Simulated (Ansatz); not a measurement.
Crystal: CsLiCr2Te2S3.

```
Cs Li Cr Te S
1.0
     3.42162   -5.18069    0.00784
     3.42162    5.18069    0.00784
    -2.90411    0.00000    7.43093
Cs Li Cr Te S
1 1 2 2 3
Direct
  0.09374 0.09374 0.00853
  0.58875 0.58875 0.55336
  0.05646 0.46755 0.55790
  0.46755 0.05646 0.55790
  0.56486 0.87357 0.29035
  0.87357 0.56486 0.29035
  0.81151 0.39697 0.73347
  0.39697 0.81151 0.73347
  0.21404 0.21404 0.48371
```

The cell was built by a generator and needn't be a form met in nature.

```yaml
Program: Ansatz 0.2.0
Task: relaxation of cell and atoms
Functional: revPBE
Potentials_or_basis: Ansatz PAW
Cutoff: "420 eV (not typed: the program's choice for these potentials)"
k_mesh: 4 × 4 × 3
Occupations: fermi-dirac, width 0.05 eV
Spin: collinear spin, ferromagnetic start
Starting_moments: "[0.0, 0.0, 3.0, 3.0, 0.0, 0.0, 0.0, 0.0, 0.0] μB"
```

At the start: volume 29.30 Å³/atom.

Question: How do energy, volume and symmetry change on relaxing?

Answer: It ends after 8 steps and the volume is 32.18 Å³/atom (+9.8 %); space group Cm (No. 8, to 0.05 Å); moment 4.02 μB per cell.

Step by step:
| step | energy change (eV) | largest force (eV/Å) | volume (Å³) |
| --- | --- | --- | --- |
| 1 | 0.0000 | 0.1252 | 263.68 |
| 2 | -0.0424 | 0.1089 | 273.81 |
| 3 | -0.0652 | 0.0790 | 283.44 |
| 4 | -0.0732 | 0.0295 | 288.13 |
| 5 | -0.0734 | 0.0204 | 289.21 |
| 6 | -0.0736 | 0.0137 | 289.77 |
| 7 | -0.0737 | 0.0049 | 289.58 |
| 8 | -0.0781 | 0.0050 | 289.58 |

Final structure:
```cif
data_structure
_symmetry_space_group_name_H-M 'P 1'
_symmetry_Int_Tables_number 1
_cell_length_a 6.2906
_cell_length_b 6.2906
_cell_length_c 8.4358
_cell_angle_alpha 101.604
_cell_angle_beta 101.604
_cell_angle_gamma 111.696
_cell_volume 289.58
loop_
_atom_site_label
_atom_site_type_symbol
_atom_site_fract_x
_atom_site_fract_y
_atom_site_fract_z
_atom_site_occupancy
Cs1 Cs 0.09111 0.09111 0.02004 1
Li1 Li 0.58717 0.58717 0.55298 1
Cr1 Cr 0.06074 0.47092 0.55707 1
Cr2 Cr 0.47092 0.06074 0.55707 1
Te1 Te 0.56500 0.87128 0.30237 1
Te2 Te 0.87128 0.56500 0.30237 1
S1 S 0.81133 0.39007 0.71925 1
S2 S 0.39007 0.81133 0.71925 1
S3 S 0.21983 0.21983 0.47864 1
```

Caveat: the plane-wave basis is chosen anew once the cell has moved, so the energies of steps on either side of that aren't comparable; only a ferromagnetic start was run, and an antiferromagnetic order may lie lower in energy; the PAW data sets come from PBE, with cores solved anew for the run's functional, which leaves a small shift of forces and pressure.
